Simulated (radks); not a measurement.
# Exchange and kinetic functionals tested on atomic densities: Zn, Ce⁴⁶⁺, Mn⁺, K⁴⁺, Kr, Si³⁺

Aim: take each self-consistent density and evaluate many functionals on it, against the exact exchange and kinetic energies of the same orbitals. Every spin shell is full or empty, so the densities are truly spherical.

Method: non-relativistic Kohn-Sham, PBE, spin-polarised, spherical densities, point nucleus; open shells are filled with parallel spins first. Code: radks (a radial shooting solver on a logarithmic mesh, Libxc functionals) version 1.

## 1. What is computed

```
species : Zn ([Ar] 3d10 4s2), Ce⁴⁶⁺ ([Ne] 3s2), Mn⁺ ([Ar] 3d5 4s1), K⁴⁺ ([Ne] 3s2 3p3), Kr ([Kr]), Si³⁺ ([Ne] 3s1)
```

## 2. Zn, [Ar] 3d10 4s2

Settings of this run:

```text
Z 30
configuration [Ar] 3d10 4s2
relativity non-relativistic
functional pbe,pbe
spin polarised
nucleus point
```

## 3. Ce⁴⁶⁺, [Ne] 3s2

Settings of this run:

```text
Z 58
configuration [Ne] 3s2
relativity non-relativistic
functional pbe,pbe
spin polarised
nucleus point
```

## 4. Mn⁺, [Ar] 3d5 4s1

Settings of this run:

```text
Z 25
configuration [Ar] 3d5 4s1
relativity non-relativistic
functional pbe,pbe
spin polarised
nucleus point
```

## 5. K⁴⁺, [Ne] 3s2 3p3

Settings of this run:

```text
Z 19
configuration [Ne] 3s2 3p3
relativity non-relativistic
functional pbe,pbe
spin polarised
nucleus point
```

## 6. Kr, [Kr]

Settings of this run:

```text
Z 36
configuration [Kr]
relativity non-relativistic
functional pbe,pbe
spin polarised
nucleus point
```

## 7. Si³⁺, [Ne] 3s1

Settings of this run:

```text
Z 14
configuration [Ne] 3s1
relativity non-relativistic
functional pbe,pbe
spin polarised
nucleus point
```

Before running it: what results should come out? Wanted: for each run, error in magnitude; Zn; Ce⁴⁶⁺; Mn⁺; K⁴⁺; Kr; Si³⁺.

**Answer**, as computed:

| error in magnitude (%) | Zn | Ce⁴⁶⁺ | Mn⁺ | K⁴⁺ | Kr | Si³⁺ |
| --- | --- | --- | --- | --- | --- | --- |
| exchange, LDA | -5.62 | -7.60 | -6.44 | -7.72 | -5.51 | -8.44 |
| exchange, PW86 | +0.56 | +0.32 | +0.45 | +0.42 | +0.05 | +0.56 |
| exchange, OPTX | +1.05 | +0.21 | +0.62 | +0.12 | +0.89 | +0.01 |
| exchange, AM05 | -5.09 | -6.65 | -5.77 | -6.77 | -5.07 | -7.27 |
| exchange, SOGGA | -2.34 | -3.41 | -2.81 | -3.45 | -2.53 | -3.71 |
| exchange, EV93 | +0.57 | +0.96 | +0.65 | +1.06 | -0.02 | +1.53 |
| exchange, SCAN | +0.51 | +0.15 | +0.40 | +0.26 | +0.27 | +0.30 |
| exchange, TASK | -2.42 | -3.16 | -2.65 | -2.97 | -2.41 | -2.77 |
| exchange, MVS | +0.25 | -0.50 | +0.03 | -0.25 | +0.06 | -0.20 |
| kinetic, Thomas-Fermi | -6.35 | -6.52 | -6.61 | -7.04 | -5.87 | -7.54 |
| kinetic, von Weizsacker | -50.65 | -46.32 | -47.25 | -41.69 | -53.66 | -36.13 |
| kinetic, TF + vW | +43.00 | +47.16 | +46.13 | +51.26 | +40.47 | +56.33 |
| kinetic, LC94 | -0.10 | +0.15 | -0.00 | +0.14 | +0.04 | +0.20 |
| kinetic, APBEK | -0.01 | +0.25 | +0.10 | +0.26 | +0.12 | +0.33 |
| kinetic, Perdew 92 | -0.86 | -0.54 | -0.74 | -0.55 | -0.71 | -0.43 |
| kinetic, Pearson | -1.29 | -1.30 | -1.32 | -1.45 | -1.06 | -1.70 |
| kinetic, PG1 | +18.48 | +21.27 | +20.32 | +23.48 | +17.20 | +26.72 |
| kinetic, Ernzerhof | -0.48 | -0.01 | -0.30 | +0.02 | -0.38 | +0.32 |

What this shows: Negative means that the magnitude is too small. For exchange the mean absolute error is least for MVS (0.22 %) and largest for LDA (6.89 %). Among the orbital-free kinetic functionals LC94 (0.11 %) does best and TF + vW (47.39 %) worst. The functionals are evaluated on one density each, not self-consistently.
